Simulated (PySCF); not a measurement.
**CdH2 (SMILES [H][Cd][H]) at CCSDT/STO-3G**

What is the vertical ionisation energy of CdH2 at CCSDT/STO-3G? Input form: a Python script.

The results are computed with PySCF 2.14.0.

4 further runs of the same task are left out: 4 set aside as unsound or not needed.

### 1 The molecule

CdH2 has 3 atoms, charge 0, and is taken as a singlet. SMILES: `[H][Cd][H]`. The shape comes from GFN2-xTB, which is rough for such elements, and wasn't checked as a minimum.

Bond lengths: Cd1–H2 1.657 Å, Cd1–H3 1.658 Å. Angles: H2–Cd1–H3 180.0°.

### 2 A single-point energy at CCSDT/STO-3G

run.py reads:

```python
# CdH2
from pyscf import gto, scf, cc

mol = gto.Mole()
mol.atom = 'Cd 0.000260 0.000150 0.000510; H -0.017450 -0.021530 1.657160; H 0.017190 0.021380 -1.657670'
mol.charge = 0
mol.max_memory = 1860
mol.basis = 'sto-3g'
mol.verbose = 4
mol.build()

hf = scf.RHF(mol)
hf.conv_tol = 1e-10
hf.kernel()
if not hf.converged:
    hf = hf.newton().run(hf.mo_coeff, hf.mo_occ)

mycc = cc.CCSDT(hf, frozen=14)
mycc.kernel()
e_final = mycc.e_tot
print('E(%s) = %.9f' % ('CCSDT', e_final))
```

Command:

```bash
$ OMP_NUM_THREADS=1 python run.py
```

The program printed:

```text
PySCF version 2.14.0

[INPUT] num. atoms = 3
[INPUT] num. electrons = 50
[INPUT] charge = 0
[INPUT] spin (= nelec alpha-beta = 2S) = 0
[INPUT] symmetry False subgroup None
[INPUT] Mole.unit = angstrom
[INPUT] Symbol           X                Y                Z      unit          X                Y                Z       unit  Magmom
[INPUT]  1 Cd     0.000260000000   0.000150000000   0.000510000000 AA    0.000491328792   0.000283458919   0.000963760324 Bohr   0.0
[INPUT]  2 H     -0.017450000000  -0.021530000000   1.657160000000 AA   -0.032975720874  -0.040685803462   3.131578544584 Bohr   0.0
[INPUT]  3 H      0.017190000000   0.021380000000  -1.657670000000 AA    0.032484392081   0.040402344543  -3.132542304908 Bohr   0.0

nuclear repulsion = 30.8061313559534
number of shells = 13
number of NR pGTOs = 87
number of NR cGTOs = 29
basis = sto-3g
ecp = {}

******** <class 'pyscf.scf.hf.RHF'> ********
method = RHF
initial guess = minao
damping factor = 0
level_shift factor = 0
DIIS = <class 'pyscf.scf.diis.CDIIS'>
diis_start_cycle = 1
diis_space = 8
diis_damp = 0
SCF conv_tol = 1e-10
SCF conv_tol_grad = None
SCF max_cycles = 50
direct_scf = True
direct_scf_tol = 1e-13
Set gradient conv threshold to 1e-05
Initial guess from minao.
init E= -5399.4821853158
  HOMO = -0.387262519349277  LUMO = 0.0972103283169017  gap/eV = 13.18318
cycle= 1 E= -5412.6956235635  delta_E= -13.2  |g|= 0.248  |ddm|= 1.68
  HOMO = -0.255989955714736  LUMO = 0.34003653654675  gap/eV = 16.21871
cycle= 2 E= -5412.72209315665  delta_E= -0.0265  |g|= 0.0448  |ddm|= 0.435
  HOMO = -0.284680453608373  LUMO = 0.324531782092117  gap/eV = 16.57751
cycle= 3 E= -5412.7232811277  delta_E= -0.00119  |g|= 0.0114  |ddm|= 0.102
  HOMO = -0.286770703703283  LUMO = 0.323416622636069  gap/eV = 16.60404
cycle= 4 E= -5412.72336640894  delta_E= -8.53e-05  |g|= 0.00127  |ddm|= 0.0351
  HOMO = -0.28709735836574  LUMO = 0.323121946322498  gap/eV = 16.60491
cycle= 5 E= -5412.72336781413  delta_E= -1.41e-06  |g|= 0.000142  |ddm|= 0.00483
  HOMO = -0.28714396631652  LUMO = 0.323086166647669  gap/eV = 16.60521
cycle= 6 E= -5412.72336783349  delta_E= -1.94e-08  |g|= 2.94e-06  |ddm|= 0.000625
  HOMO = -0.287143396735688  LUMO = 0.323086591587019  gap/eV = 16.60520
cycle= 7 E= -5412.7233678335  delta_E= -1e-11  |g|= 2.43e-07  |ddm|= 5.94e-06
  HOMO = -0.287143359519734  LUMO = 0.323086640152209  gap/eV = 16.60520
Extra cycle  E= -5412.72336783349  delta_E= 6.37e-12  |g|= 1.11e-07  |ddm|= 5.53e-07
converged SCF energy = -5412.72336783349

******** <class 'pyscf.cc.rccsdt.RCCSDT'> ********
RCCSDT nocc = 11, nmo = 15
Allocating only the i<=j<=k part of the T3 amplitude in memory
frozen orbitals 14
max_cycle = 50
conv_tol = 1e-07
conv_tol_normt = 1e-06
diis with the T3 amplitude
diis_space = 6
diis_start_cycle = 0
diis_start_energy_diff = 1e+09
einsum_backend: numpy
_make_eris_incore_RCCSDT
blksize  8    blksize_oovv  4    blksize_oooo  4    blksize_vvvv  1

WARN: A large `blksize` is being used, which may cause large memory consumption
      for storing contraction intermediates. If memory is sufficient, consider using
      `pyscf.cc.rccsdt_highm.RCCSDT` instead.

Approximate memory usage estimate
    T3 memory                 143 KB
    R3 memory                 143 KB
    Symmetrized T3 memory    66.0 KB
    ERIs memory               396 KB
    T1-ERIs memory            396 KB
    Intermediates memory      396 KB
    Block workspace           120 KB
    T3 einsum buffer          120 KB
Init t2, MP2 energy = -5412.754221468541  E_corr(MP2) -0.030853635048
Init E_corr(RCCSDT) = -0.0308536350476967
cycle =  1  E_corr(RCCSDT) = -0.039693395805  dE = -8.839760757273e-03  norm(d tamps) = 4.76103833e-02
cycle =  2  E_corr(RCCSDT) = -0.043609009234  dE = -3.915613428562e-03  norm(d tamps) = 2.30801935e-02
cycle =  3  E_corr(RCCSDT) = -0.047132900611  dE = -3.523891377293e-03  norm(d tamps) = 1.24929830e-02
cycle =  4  E_corr(RCCSDT) = -0.047274904872  dE = -1.420042612186e-04  norm(d tamps) = 2.68025663e-03
cycle =  5  E_corr(RCCSDT) = -0.047244800271  dE =  3.010460110094e-05  norm(d tamps) = 5.95531238e-04
cycle =  6  E_corr(RCCSDT) = -0.047251398559  dE = -6.598288135526e-06  norm(d tamps) = 1.12345950e-04
cycle =  7  E_corr(RCCSDT) = -0.047249649955  dE =  1.748604091037e-06  norm(d tamps) = 2.38782419e-05
cycle =  8  E_corr(RCCSDT) = -0.047249638388  dE =  1.156651551620e-08  norm(d tamps) = 6.05717659e-06
cycle =  9  E_corr(RCCSDT) = -0.047249685515  dE = -4.712633832477e-08  norm(d tamps) = 2.20204998e-06
cycle = 10  E_corr(RCCSDT) = -0.047249745134  dE = -5.961918949499e-08  norm(d tamps) = 7.43286027e-07
RCCSDT converged
E(RCCSDT) = -5412.770617578627   E_corr = -0.04724974513399859
E_corr(same-spin) = -0.0017643198893423
E_corr(oppo-spin) = -0.0454854252446563
E(CCSDT) = -5412.770617579
```

Wall time 1.6 s (1 thread of Arm Neoverse V1, shared host); peak memory 0.11 GiB.

### 3 The doublet cation at the same level

mol.xyz reads:

```xyz
3
CdH2
Cd     0.000260     0.000150     0.000510
H     -0.017450    -0.021530     1.657160
H      0.017190     0.021380    -1.657670
```

calc.py reads:

```python
from pyscf import gto, cc

mol = gto.M(
    atom='mol.xyz',
    basis='sto-3g',
    verbose=3,
    charge=1,
    spin=1,
    max_memory=1860,
)

myscf = mol.UHF()
myscf.conv_tol = 1e-10
myscf.kernel()
if not myscf.converged:
    myscf = myscf.newton().run(myscf.mo_coeff, myscf.mo_occ)

mycc = cc.CCSDT(myscf, frozen=14)
mycc.kernel()
e_tot = mycc.e_tot
print('E = %.10f Eh' % e_tot)
```

Command:

```bash
$ OMP_NUM_THREADS=1 python calc.py
```

The program printed:

```text
converged SCF energy = -5412.45432055197  <S^2> = 0.85830264  2S+1 = 2.1055191
_make_eris_incore_UCCSDT

WARN: A large `blksize_v_aaa` is being used, which may cause large memory consumption
      for storing contraction intermediates. If memory is sufficient, consider using
      `pyscf.cc.uccsdt_highm.UCCSDT` instead.

WARN: A large `blksize_v_aab` is being used, which may cause large memory consumption
      for storing contraction intermediates. If memory is sufficient, consider using
      `pyscf.cc.uccsdt_highm.UCCSDT` instead.

UCCSDT converged
E(UCCSDT) = -5412.495244584633   E_corr = -0.04092403266731767
E_corr(same-spin) = -0.00201687036220543
E_corr(oppo-spin) = -0.0389071623051122
E = -5412.4952445846 Eh
```

It took 8.7 s on 1 thread of Arm Neoverse V1, shared host; peak memory 0.13 GiB.

### 4 Outcome

At CCSDT/STO-3G, 14 core orbitals frozen:

```
                                                                  quantity           value
                                                singlet CdH2: total energy  -5412.77062 Eh
                        singlet CdH2: dipole moment (Hartree–Fock density)          0.00 D
                         singlet CdH2: HOMO energy (Hartree–Fock orbitals)        -7.81 eV
                         singlet CdH2: LUMO energy (Hartree–Fock orbitals)         8.79 eV
                       singlet CdH2: HOMO–LUMO gap (Hartree–Fock orbitals)        16.61 eV
                singlet CdH2: correlation energy (14 core orbitals frozen)       -47.2 mEh
                                               singlet CdH2: T1 diagnostic           0.008
                                              doublet cation: total energy  -5412.49524 Eh
doublet cation: HOMO energy (Hartree–Fock orbitals) (highest over α and β)       -14.00 eV
 doublet cation: LUMO energy (Hartree–Fock orbitals) (lowest over α and β)        -6.68 eV
              doublet cation: correlation energy (14 core orbitals frozen)       -40.9 mEh
                         doublet cation: ⟨S²⟩ of the reference determinant           0.858
                                             doublet cation: T1 diagnostic           0.016
                        vertical ionisation energy (to the doublet cation)        7.493 eV
```

In words: Removing an electron at fixed nuclei costs 7.49 eV (723 kJ/mol). In a minimal basis such a difference can be off by several eV, whatever the method. Relativity is left out (singlet CdH2) although the molecule holds a heavy atom. ⟨S²⟩ (doublet cation) is 0.86 where a pure doublet has 0.75: the reference is spin-contaminated. Relativity is left out (doublet cation) although the molecule holds a heavy atom.
